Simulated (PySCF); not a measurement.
# [Lu(P5)2]+: how settings move a single point

Aim: repeat the single point on relaxed [Lu(P5)2]+ with altered settings, some of them bad on purpose. The species was built from a template and needn't be a known compound.

Program: PySCF 2.14.0. Level of theory: BP86, Lu lcecp-1-SVP with ECP60, P def2-SVP; scalar-relativistic core potentials, no spin–orbit coupling. These are calculated values, not measurements.

3 further runs of the same task are left out: 2 for a known fault of the program, 1 that didn't finish.

## Step 1: Starting geometry

11 atoms, charge 1, spin multiplicity 1.

Bond lengths: Lu1–P2 2.981 Å, Lu1–P3 3.046 Å, Lu1–P4 3.017 Å, Lu1–P5 2.935 Å, Lu1–P6 2.909 Å, Lu1–P7 2.981 Å, Lu1–P8 3.046 Å, Lu1–P9 3.017 Å, Lu1–P10 2.934 Å, Lu1–P11 2.909 Å, P2–P3 2.158 Å, P2–P6 2.164 Å, P3–P4 2.165 Å, P4–P5 2.160 Å, P5–P6 2.168 Å, P7–P8 2.158 Å, P7–P11 2.164 Å, P8–P9 2.165 Å and more. Angles: P2–Lu1–P3 42.0°, P2–Lu1–P4 71.3°, P2–Lu1–P5 72.5°, P2–Lu1–P6 43.1°, P2–Lu1–P7 155.3°, P2–Lu1–P8 114.7°, P2–Lu1–P9 95.1°, P2–Lu1–P10 111.7°, P2–Lu1–P11 153.1°, P3–Lu1–P4 41.8°, P3–Lu1–P5 71.6°, P3–Lu1–P6 72.0°, P3–Lu1–P7 114.6°, P3–Lu1–P8 80.4°, P3–Lu1–P9 85.0°, P3–Lu1–P10 124.0°, P3–Lu1–P11 152.2°, P4–Lu1–P5 42.5° and more.

Geometry (Å):

```csv
atom,x (Å),y (Å),z (Å)
Lu1,0.45398,0.00173,0.00000
P2,-0.18292,1.83552,2.26230
P3,-1.87183,0.54411,1.89020
P4,-1.19084,-1.50593,2.03106
P5,0.91941,-1.47718,2.49154
P6,1.55033,0.59207,2.62900
P7,-0.18254,-1.83683,-2.25915
P8,-1.87172,-0.54506,-1.88917
P9,-1.19117,1.50484,-2.03370
P10,0.91914,1.47570,-2.49411
P11,1.55040,-0.59367,-2.62800
```

Formal oxidation states: Lu +3. Each metal's 14 4f electrons lie in its core potential, so multiplicities, spins and levels count the valence alone. An earlier session relaxed this geometry at BP86, Lu lcecp-1-SVP with ECP60, P def2-SVP (singlet, point group C2).

The sound run used a (50, 194) grid (finer on f atoms), a threshold of 1e-8 and at most 55 cycles, and ended at -3452.841727 Eh.

## Step 2: Altered run 1

Contents of run.py (the lines that set the calculation):

```python
mol = gto.M(atom='''
Lu     0.50846     0.00194     0.00000
P     -0.20487     2.05579     2.53377
P     -2.09645     0.60940     2.11703
P     -1.33374    -1.68664     2.27478
P      1.02974    -1.65444     2.79052
P      1.73636     0.66312     2.94448
P     -0.20444    -2.05725    -2.53024
P     -2.09632    -0.61047    -2.11587
P     -1.33411     1.68543    -2.27774
P      1.02944     1.65278    -2.79340
P      1.73644    -0.66491    -2.94336''',
    basis={'Lu': 'lcecp-1-SVP', 'P': 'def2-SVP'},
    ecp={'Lu': 'lcecp-1-SVP'},
    charge=1, spin=0)
mf = dft.RKS(mol, xc='B88,P86')
mf.grids.atom_grid = (50, 194)  # f atoms: unpruned, at least (60, 302)
mf = mf.density_fit()  # fitting sets: Lu AutoAux, P def2-universal-JKFIT
mf.conv_tol = 1e-08; mf.max_cycle = 55
mf.kernel(dm0)  # dm0: free metal ions and neutral atoms
```

Started as:

```sh
$ OMP_NUM_THREADS=4 python run.py
```

What it wrote:

```text
init E= -3453.74443734273
  HOMO = -0.382254152388904  LUMO = -0.349607685858239  gap/eV = 0.88836
cycle= 1 E= -3452.47234206748  delta_E= 1.27  |g|= 0.759  |ddm|= 4.82
  HOMO = -0.335671256882488  LUMO = -0.271483984080596  gap/eV = 1.74662
cycle= 2 E= -3451.76010812267  delta_E= 0.712  |g|= 1.39  |ddm|= 3.84
  HOMO = -0.359668922111248  LUMO = -0.318907052393698  gap/eV = 1.10919
cycle= 3 E= -3452.57961846167  delta_E= -0.82  |g|= 0.484  |ddm|= 2.79
  HOMO = -0.366156260619559  LUMO = -0.319813530319762  gap/eV = 1.26105
cycle= 4 E= -3452.59143891001  delta_E= -0.0118  |g|= 0.46  |ddm|= 1.26
  HOMO = -0.363073683355797  LUMO = -0.319252583669381  gap/eV = 1.19243
cycle= 5 E= -3452.68063228803  delta_E= -0.0892  |g|= 0.0722  |ddm|= 0.646
  HOMO = -0.363848399666952  LUMO = -0.316960737354046  gap/eV = 1.27588
cycle= 6 E= -3452.68200307703  delta_E= -0.00137  |g|= 0.0506  |ddm|= 0.186
  HOMO = -0.364287389543775  LUMO = -0.316956310415327  gap/eV = 1.28794
cycle= 7 E= -3452.68277624799  delta_E= -0.000773  |g|= 0.028  |ddm|= 0.111
  HOMO = -0.364063086365943  LUMO = -0.317464159009823  gap/eV = 1.26802
cycle= 8 E= -3452.68311712992  delta_E= -0.000341  |g|= 0.00568  |ddm|= 0.0469
  HOMO = -0.364108762124362  LUMO = -0.317357347057983  gap/eV = 1.27217
cycle= 9 E= -3452.68312839551  delta_E= -1.13e-05  |g|= 0.00275  |ddm|= 0.0124
  HOMO = -0.364075881652716  LUMO = -0.317358288874663  gap/eV = 1.27125
cycle= 10 E= -3452.68313162461  delta_E= -3.23e-06  |g|= 0.000766  |ddm|= 0.005
  HOMO = -0.364050819378992  LUMO = -0.317340311885571  gap/eV = 1.27106
cycle= 11 E= -3452.68313176996  delta_E= -1.45e-07  |g|= 0.000527  |ddm|= 0.00177
  HOMO = -0.364050977513386  LUMO = -0.317339892242157  gap/eV = 1.27107
cycle= 12 E= -3452.68313188425  delta_E= -1.14e-07  |g|= 0.000141  |ddm|= 0.000888
  HOMO = -0.36405391903094  LUMO = -0.317341946913322  gap/eV = 1.27110
cycle= 13 E= -3452.68313188244  delta_E= 1.81e-09  |g|= 0.000154  |ddm|= 0.000387
  HOMO = -0.364056475735942  LUMO = -0.317344534322591  gap/eV = 1.27110
cycle= 14 E= -3452.68313189291  delta_E= -1.05e-08  |g|= 1.1e-05  |ddm|= 0.000225
  HOMO = -0.364056256510313  LUMO = -0.317344587105376  gap/eV = 1.27109
cycle= 15 E= -3452.6831318929  delta_E= 1.82e-12  |g|= 1.13e-05  |ddm|= 2.98e-05
  HOMO = -0.364055717940056  LUMO = -0.317343757211645  gap/eV = 1.27110
Extra cycle  E= -3452.68313189184  delta_E= 1.06e-09  |g|= 5.08e-05  |ddm|= 8.77e-05
converged SCF energy = -3452.68313189184
```

Wall time 19 s (4 threads of Arm Neoverse V1, shared host).

Changed: the scale of all coordinates (1.12). It converges in 15 cycles, +4.316 eV from the sound run, with a largest force component of 2.74 eV/Å. The setting is unsound, so these numbers aren't the compound's.

## Step 3: Altered run 2

Contents of run.py (the lines that set the calculation):

```python
mol = gto.M(atom='''
Lu     0.45398     0.00173     0.00000
P     -0.18292     1.83552     2.26230
P     -1.87183     0.54411     1.89020
P     -1.19084    -1.50593     2.03106
P      0.91941    -1.47718     2.49154
P      1.55033     0.59207     2.62900
P     -0.18254    -1.83683    -2.25915
P     -1.87172    -0.54506    -1.88917
P     -1.19117     1.50484    -2.03370
P      0.91914     1.47570    -2.49411
P      1.55040    -0.59367    -2.62800''',
    basis={'Lu': 'lcecp-1-SVP', 'P': 'def2-SVP'},
    ecp={'Lu': 'lcecp-1-SVP'},
    charge=1, spin=0)
mf = dft.RKS(mol, xc='B88,P86')
mf.grids.atom_grid = (50, 194)  # f atoms: unpruned, at least (60, 302)
mf = mf.density_fit()  # fitting sets: Lu AutoAux, P def2-universal-JKFIT
mf.conv_tol = 1e-08; mf.max_cycle = 55
mf.kernel(dm0)  # dm0: smeared density
```

Started as:

```sh
$ OMP_NUM_THREADS=4 python run.py
```

What it wrote:

```text
init E= -3452.61345021457
  HOMO = -0.381680827433157  LUMO = -0.317969799817511  gap/eV = 1.73367
cycle= 1 E= -3452.82943159495  delta_E= -0.216  |g|= 0.168  |ddm|=  1.1
  HOMO = -0.375055803621561  LUMO = -0.352881706171709  gap/eV = 0.60339
cycle= 2 E= -3452.7253409706  delta_E= 0.104  |g|= 0.564  |ddm|= 1.24
  HOMO = -0.374972128215792  LUMO = -0.32804741079627  gap/eV = 1.27689
cycle= 3 E= -3452.84094264811  delta_E= -0.116  |g|= 0.0449  |ddm|= 0.915
  HOMO = -0.376617532581679  LUMO = -0.328677925754091  gap/eV = 1.30450
cycle= 4 E= -3452.8403731684  delta_E= 0.000569  |g|= 0.0584  |ddm|= 0.15
  HOMO = -0.377770035957926  LUMO = -0.329034786244556  gap/eV = 1.32615
cycle= 5 E= -3452.84165007628  delta_E= -0.00128  |g|= 0.0145  |ddm|= 0.103
  HOMO = -0.377225462787547  LUMO = -0.328362513319452  gap/eV = 1.32963
cycle= 6 E= -3452.84172498675  delta_E= -7.49e-05  |g|= 0.002  |ddm|= 0.0284
  HOMO = -0.377203305291077  LUMO = -0.328387614715439  gap/eV = 1.32834
cycle= 7 E= -3452.84172633506  delta_E= -1.35e-06  |g|= 0.00077  |ddm|= 0.00493
  HOMO = -0.377205462958685  LUMO = -0.328374529592063  gap/eV = 1.32876
cycle= 8 E= -3452.84172652016  delta_E= -1.85e-07  |g|= 0.000357  |ddm|= 0.0019
  HOMO = -0.377199076692172  LUMO = -0.328372716212588  gap/eV = 1.32863
cycle= 9 E= -3452.84172655677  delta_E= -3.66e-08  |g|= 0.0002  |ddm|= 0.000871
  HOMO = -0.377197657724221  LUMO = -0.328369630856926  gap/eV = 1.32868
cycle= 10 E= -3452.84172657258  delta_E= -1.58e-08  |g|= 5.14e-05  |ddm|= 0.000398
  HOMO = -0.377198443480226  LUMO = -0.328369873420887  gap/eV = 1.32869
cycle= 11 E= -3452.84172657266  delta_E= -7.64e-11  |g|= 4.88e-05  |ddm|= 0.000146
  HOMO = -0.37719936927365  LUMO = -0.328371886898286  gap/eV = 1.32866
Extra cycle  E= -3452.84172655665  delta_E= 1.6e-08  |g|= 0.000205  |ddm|= 0.000403
converged SCF energy = -3452.84172655665
```

Run time: 16 s. Hardware: 4 threads of Arm Neoverse V1, shared host.

Changed: the starting guess (smeared density). It converges in 11 cycles, at the sound run's energy within 0.001 eV, with a largest force component of 0.01 eV/Å. The result survives the change.

## Step 4: Altered run 3

Changes to run.py (the lines that set the calculation) since step 3:

```diff
@@ -16,5 +16,5 @@
 mf = dft.RKS(mol, xc='B88,P86')
-mf.grids.atom_grid = (50, 194)  # f atoms: unpruned, at least (60, 302)
+mf.grids.atom_grid = (99, 590)  # f atoms: unpruned, at least (60, 302)
 mf = mf.density_fit()  # fitting sets: Lu AutoAux, P def2-universal-JKFIT
 mf.conv_tol = 1e-08; mf.max_cycle = 55
-mf.kernel(dm0)  # dm0: smeared density
+mf.kernel(dm0)  # dm0: free metal ions and neutral atoms
```

Started as:

```sh
$ OMP_NUM_THREADS=4 python run.py
```

What it wrote:

```text
init E= -3455.26712564065
  HOMO = -0.409638376948949  LUMO = -0.373764163105558  gap/eV = 0.97619
cycle= 1 E= -3452.57986953773  delta_E= 2.69  |g|= 0.886  |ddm|=    6
  HOMO = -0.331501234407605  LUMO = -0.246496624310645  gap/eV = 2.31309
cycle= 2 E= -3451.58759313748  delta_E= 0.992  |g|= 1.76  |ddm|= 4.83
  HOMO = -0.375662506563325  LUMO = -0.326698909321068  gap/eV = 1.33237
cycle= 3 E= -3452.83627035179  delta_E= -1.25  |g|= 0.117  |ddm|= 3.37
  HOMO = -0.38006285114838  LUMO = -0.331407667629275  gap/eV = 1.32397
cycle= 4 E= -3452.82935196633  delta_E= 0.00692  |g|= 0.177  |ddm|= 0.466
  HOMO = -0.376855149175926  LUMO = -0.330167084366828  gap/eV = 1.27045
cycle= 5 E= -3452.83735569308  delta_E= -0.008  |g|= 0.105  |ddm|= 0.391
  HOMO = -0.377107300793635  LUMO = -0.32850787353342  gap/eV = 1.32246
cycle= 6 E= -3452.84162133127  delta_E= -0.00427  |g|= 0.0084  |ddm|= 0.17
  HOMO = -0.377366501782919  LUMO = -0.328354447797262  gap/eV = 1.33369
cycle= 7 E= -3452.84163305921  delta_E= -1.17e-05  |g|= 0.00631  |ddm|= 0.0246
  HOMO = -0.377234525495215  LUMO = -0.328365071031318  gap/eV = 1.32981
cycle= 8 E= -3452.84164770145  delta_E= -1.46e-05  |g|= 0.00183  |ddm|= 0.0134
  HOMO = -0.377199236490299  LUMO = -0.328375728055818  gap/eV = 1.32856
cycle= 9 E= -3452.84164901147  delta_E= -1.31e-06  |g|= 0.0002  |ddm|= 0.0035
  HOMO = -0.377198925745868  LUMO = -0.328371584656686  gap/eV = 1.32866
cycle= 10 E= -3452.84164899732  delta_E= 1.42e-08  |g|= 0.000194  |ddm|= 0.00066
  HOMO = -0.377201263305749  LUMO = -0.328373948522744  gap/eV = 1.32866
cycle= 11 E= -3452.84164902676  delta_E= -2.94e-08  |g|= 5.36e-05  |ddm|= 0.000405
  HOMO = -0.377201627319094  LUMO = -0.328373248579452  gap/eV = 1.32869
cycle= 12 E= -3452.84164902773  delta_E= -9.71e-10  |g|= 2.43e-05  |ddm|= 0.000128
  HOMO = -0.377199605301757  LUMO = -0.328373820119187  gap/eV = 1.32862
Extra cycle  E= -3452.84164902561  delta_E= 2.12e-09  |g|= 7.64e-05  |ddm|= 0.000173
converged SCF energy = -3452.84164902561
```

Run time: 35 s. Hardware: 4 threads of Arm Neoverse V1, shared host.

Changed: the integration grid, to (99, 590). It converges in 12 cycles, +0.002 eV from the sound run, with a largest force component of 0.02 eV/Å. The result survives the change.

## Step 5: Altered run 4

Changes to run.py (the lines that set the calculation) since step 4:

```diff
@@ -14,7 +14,7 @@
     ecp={'Lu': 'lcecp-1-SVP'},
-    charge=1, spin=0)
-mf = dft.RKS(mol, xc='B88,P86')
-mf.grids.atom_grid = (99, 590)  # f atoms: unpruned, at least (60, 302)
+    charge=1, spin=8)
+mf = dft.UKS(mol, xc='B88,P86')
+mf.grids.atom_grid = (50, 194)  # f atoms: unpruned, at least (60, 302)
 mf = mf.density_fit()  # fitting sets: Lu AutoAux, P def2-universal-JKFIT
-mf.conv_tol = 1e-08; mf.max_cycle = 55
+mf.conv_tol = 1e-08; mf.max_cycle = 91
 mf.kernel(dm0)  # dm0: free metal ions and neutral atoms
```

Started as:

```sh
$ OMP_NUM_THREADS=4 python run.py
```

What it wrote:

```text
init E= -3455.38480105095
cycle= 1 E= -3451.64233655631  delta_E= 3.74  |g|= 1.15  |ddm|= 4.59
cycle= 2 E= -3448.82596888976  delta_E= 2.82  |g|= 2.08  |ddm|= 6.36
cycle= 3 E= -3452.17204656597  delta_E= -3.35  |g|= 0.655  |ddm|= 5.17
cycle= 4 E= -3451.22621905765  delta_E= 0.946  |g|= 1.28  |ddm|= 2.84
cycle= 5 E= -3452.52276855293  delta_E= -1.3  |g|= 0.183  |ddm|= 1.94
cycle= 6 E= -3452.49950359527  delta_E= 0.0233  |g|= 0.248  |ddm|= 0.766
cycle= 7 E= -3452.54332001366  delta_E= -0.0438  |g|= 0.0946  |ddm|= 0.524
cycle= 8 E= -3452.54995154181  delta_E= -0.00663  |g|= 0.0398  |ddm|= 0.233
cycle= 9 E= -3452.55122344579  delta_E= -0.00127  |g|= 0.00972  |ddm|= 0.0916
cycle= 10 E= -3452.55126028795  delta_E= -3.68e-05  |g|= 0.00751  |ddm|= 0.0358
cycle= 11 E= -3452.55129564718  delta_E= -3.54e-05  |g|= 0.00358  |ddm|= 0.0207
cycle= 12 E= -3452.55130347619  delta_E= -7.83e-06  |g|= 0.0023  |ddm|= 0.013
cycle= 13 E= -3452.5513085952  delta_E= -5.12e-06  |g|= 0.000883  |ddm|= 0.00714
cycle= 14 E= -3452.55130875897  delta_E= -1.64e-07  |g|= 0.000841  |ddm|= 0.00399
cycle= 15 E= -3452.55130920215  delta_E= -4.43e-07  |g|= 0.000519  |ddm|= 0.00244
cycle= 16 E= -3452.55130941557  delta_E= -2.13e-07  |g|= 0.000171  |ddm|= 0.00119
cycle= 17 E= -3452.55130944533  delta_E= -2.98e-08  |g|= 5.28e-05  |ddm|= 0.000742
cycle= 18 E= -3452.55130944718  delta_E= -1.85e-09  |g|= 2.53e-05  |ddm|= 0.000161
Extra cycle  E= -3452.55130943984  delta_E= 7.35e-09  |g|= 9.55e-05  |ddm|= 0.00022
converged SCF energy = -3452.55130943984  <S^2> = 20.010393  2S+1 = 9.0023093
```

Run time: 28 s. Hardware: 4 threads of Arm Neoverse V1, shared host.

Changed: the spin (8 unpaired electrons); the cycle limit is 91. It converges in 18 cycles, +7.903 eV from the sound run, with a largest force component of 0.93 eV/Å. The setting is unsound, so these numbers aren't the compound's.

## Step 6: Results

| run | changed | ending | energy change (eV) | cycles | time | usable |
| --- | --- | --- | --- | --- | --- | --- |
| 1 | the scale of all coordinates | converged | +4.316 | 15 | 19 s | no |
| 2 | the starting guess | converged | 0.000 | 11 | 16 s | yes |
| 3 | the integration grid | converged | +0.002 | 12 | 35 s | yes |
| 4 | the spin | converged | +7.903 | 18 | 28 s | no |

2 of 4 altered runs give a usable result. 2 ended normally with numbers unfit to quote.
